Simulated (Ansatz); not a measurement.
# BFH3NO: the cost of one run

Program: Ansatz 0.2.0. Level of theory: RKS PBE/def2-SVP. These are calculated values, not measurements.

**1. The structure to begin with**

Bond lengths: B1–N2 1.550 Å, N2–H3 1.060 Å, N2–H4 1.060 Å, B1–F5 1.320 Å, B1–O6 1.410 Å, O6–H7 1.010 Å. Angles: B1–N2–H3 120.0°, B1–N2–H4 120.0°, H3–N2–H4 120.0°, N2–B1–F5 120.0°, N2–B1–O6 120.0°, F5–B1–O6 120.0°, B1–O6–H7 109.5°.

Coordinates:

```xyz
7

B     0.0000    0.0000    0.0000
N     0.0000    0.0000    1.5500
H    -0.8770   -0.2713    2.0800
H     0.8770    0.2713    2.0800
F     1.1431    0.0000   -0.6600
O    -1.2211    0.0000   -0.7050
H    -1.7308   -0.8467   -0.4965
```

**2. Preparing the start**

input.yaml reads:

```yaml
crystal:
  periodic: [false, false, false]
  atoms:
    - { symbol: B, position_ang: [0.0, 0.0, 0.0] }
    - { symbol: "N", position_ang: [0.0, 0.0, 1.55] }
    - { symbol: H, position_ang: [-0.877, -0.2713, 2.08] }
    - { symbol: H, position_ang: [0.877, 0.2713, 2.08] }
    - { symbol: F, position_ang: [1.1431, 0.0, -0.66] }
    - { symbol: O, position_ang: [-1.2211, 0.0, -0.705] }
    - { symbol: H, position_ang: [-1.7308, -0.8467, -0.4965] }
basis:
  gaussian: { orbitals: def2-SVP }
hamiltonian:
  xc: pbe
relax:
  f_tol: 0.02
  max_steps: 40
```

Launch:

```console
> ansatz run input.yaml --threads 1 --pin off --max-ram 2048MiB --backend cpu --events-out ev --progress --plain --runs-dir out
```

Q: Estimate wall time and peak memory on 1 thread of Arm Neoverse V1, shared host.

About 19 s, with a peak of 0.15 GiB.
